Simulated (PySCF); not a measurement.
**A diatomic session: CBr+**

What are the lowest state that PBE0 finds, the bond length, vibrational wavenumber and bond energy of CBr+, and how much do these hang on the method?

Computed with PySCF 2.14.0. Level: C cc-pVTZ, Br cc-pVTZ-PP with ECP10, scalar-relativistic core potentials.

## (1) The job

A driver script around PySCF takes these settings:

- atoms: C, Br
- charge: 1
- basis: C cc-pVTZ, Br cc-pVTZ-PP with ECP10
- Hamiltonian: scalar-relativistic core potentials
- basis functions: 69
- electrons treated: 30
- masses in u: 12.0000, 78.9183
- levels: PBE0, PBE, r²SCAN, PW91, B3LYP, PBEsol, LC-ωPBE, HF, MP2, SCS-MP2, CCSD, CCSD(T)
- grid: 80 radial by 434 angular points
- occupations: held fixed by the projection of orbital angular momentum
- dissociation limit: C+ + Br, each in its ground configuration
- starting distance in angstrom: 1.925
- values of 2S to try: 0, 2

The run is started by

```
$ OMP_NUM_THREADS=1 python dia.py task.json out
```

The runs that follow: The PBE0 curve of the state that the search chose; Higher solutions at PBE0; PBE (GGA); r²SCAN; PW91; B3LYP; PBEsol (GGA); LC-ωPBE (range-separated hybrid); RHF (mean field); Adding correlation.

**Question.** What will these runs give? Wanted: for each run, Re; ωe; De; μ.

**Answer**, as computed:

Lowest PBE0 solution found, without spin–orbit coupling: ¹Σ⁺ (singlet), closed shell. State 2 has its PBE0 minimum 2.49 eV higher. The other levels ran on the lowest alone.

```tsv
level	Re (Å)	ωe (cm⁻¹)	De (eV)	μ (D)
RHF	1.678	1041	3.60	-0.75
RHF-MP2	1.681	1043	6.23	n/a
RHF-SCS-MP2	1.684	1034	5.95	n/a
RHF-CCSD	1.690	1007	5.64	n/a
RHF-CCSD(T)	1.704	966	6.03	n/a
PBE	1.718	931	6.95	-0.35
PBEsol	1.711	945	7.25	-0.32
PW91	1.717	930	6.95	-0.34
r²SCAN	1.702	965	6.50	-0.37
B3LYP	1.703	961	6.18	-0.37
PBE0	1.694	992	6.31	-0.36
LC-ωPBE	1.671	1055	5.97	-0.18
```

De is counted to C+ + Br in their ground configurations. A positive dipole points from C to Br; in an ion it is taken about the centre of mass and does not tell which atom is negative.

**Reading.** Bond lengths run from 1.671 Å (LC-ωPBE) to 1.718 Å (PBE). Of the levels with a De here, RHF gives the least (3.60 eV) and PBEsol the most (7.25 eV).

Correlated steps freeze 5 core orbitals. T1 is 0.025 near the minimum (highest on the curve 0.046), which may point to more than one leading configuration.
